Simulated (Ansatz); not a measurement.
# Pd (Palladium): properties at the relaxed cell

One table from this session's results is given with a row withheld; the runs are named, their logs left out.

Method: DFT PBE, scalar-relativistic, plane waves, PAW, in Ansatz 0.2.0.

### The system as given

The structure is cubic, space group Fm-3m (No. 225). Conventional cell: a = 3.942 Å, b = 3.942 Å, c = 3.942 Å, α = 90.00°, β = 90.00°, γ = 90.00°. Pd (site symmetry m-3m) is surrounded by 12 Pd at 2.79 Å.

Structure file:

```
CELL_PARAMETERS angstrom
0.00000 1.97119 1.97119
1.97119 0.00000 1.97119
1.97119 1.97119 0.00000
ATOMIC_POSITIONS crystal
Pd 0.00000 0.00000 0.00000
```

This cell was relaxed beforehand with the same method: volume 15.32 Å³/atom, gap on the mesh none (metal).

The first run:

Contents of input.yaml:

```yaml
crystal:
  lattice:
    - [0.0, 1.9711878716, 1.9711878716]
    - [1.9711878716, 0.0, 1.9711878716]
    - [1.9711878716, 1.9711878716, 0.0]
  atoms:
    - { symbol: Pd, position: [0.0, 0.0, 0.0] }
basis:
  ecutwfc: 420
kpoints:
  mp_grid: { grid: [18, 18, 18] }
  band_path:
    path:
      - [[0.0, 0.0, 0.0], [0.5, 0.0, 0.5], [0.625, 0.25, 0.625]]
      - [[0.375, 0.375, 0.75], [0.0, 0.0, 0.0], [0.5, 0.5, 0.5], [0.5, 0.25, 0.75], [0.5, 0.0, 0.5]]
    npoints: 14
hamiltonian:
  xc: pbe
scf:
  occupations: { method: gaussian, width: 0.1 }
  n_extra_bands: 6
output:
  forces: true
  stress: true
  eigenvalues: true
  populations: true
  dos: { projected: true, de: 0.02, nscf_kmesh: { grid: [27, 27, 27] } }
  bader: true
  write_density: true
  write_potential: true
  elf: true
  volumetric_format: npy
```

Run with:

```console
> ansatz run input.yaml --threads 1 --pin off --max-ram 2560MiB --backend cpu --events-out ev --progress --plain --runs-dir out
```

Steps of the session up to this table: Static run: bands, density of states and charges; The cell as listed, for comparison; Point at V/V0 = 0.97; The cell scaled to 1.03 of its volume; The cell scaled to 0.94 of its volume; Point at V/V0 = 1.06; The cell scaled to 0.91 of its volume; The cell scaled to 1.10 of its volume; Volume × 0.88.

One of the session's tables, all rows but one given; the rest of the session is left out.

It belongs to the step «Energy against volume». 

| volume (Å³/atom) | energy above the lowest point (meV/atom) | pressure (GPa) |
| --- | --- | --- |
| 13.480 | 151.6 | 30.53 |
| 13.940 | 79.1 | 20.55 |
| 14.399 | 32.5 | 12.33 |
| 14.859 | ? | ? |
| 15.318 | 0.0 | -0.03 |
| 15.778 | 7.1 | -4.62 |
| 16.238 | 26.2 | -8.38 |
| 16.850 | 66.5 | -12.35 |

**Question.** Estimate the row for volume (Å³/atom) = 14.859.

Worked estimate for «energy above the lowest point (meV/atom)». A straight line through the neighbours (14.399, 32.5) and (15.318, 0.0) gives 32.5 + (0.0 − 32.5) × (14.859 − 14.399) / (15.318 − 14.399) = 16.2; a parabola fitted to 4 rows on both sides gives 7.3.

**Answer.** energy above the lowest point (meV/atom): 7.4; pressure (GPa): 5.55. In «energy above the lowest point (meV/atom)» the line misses by +8.8 and the parabola by -0.1.
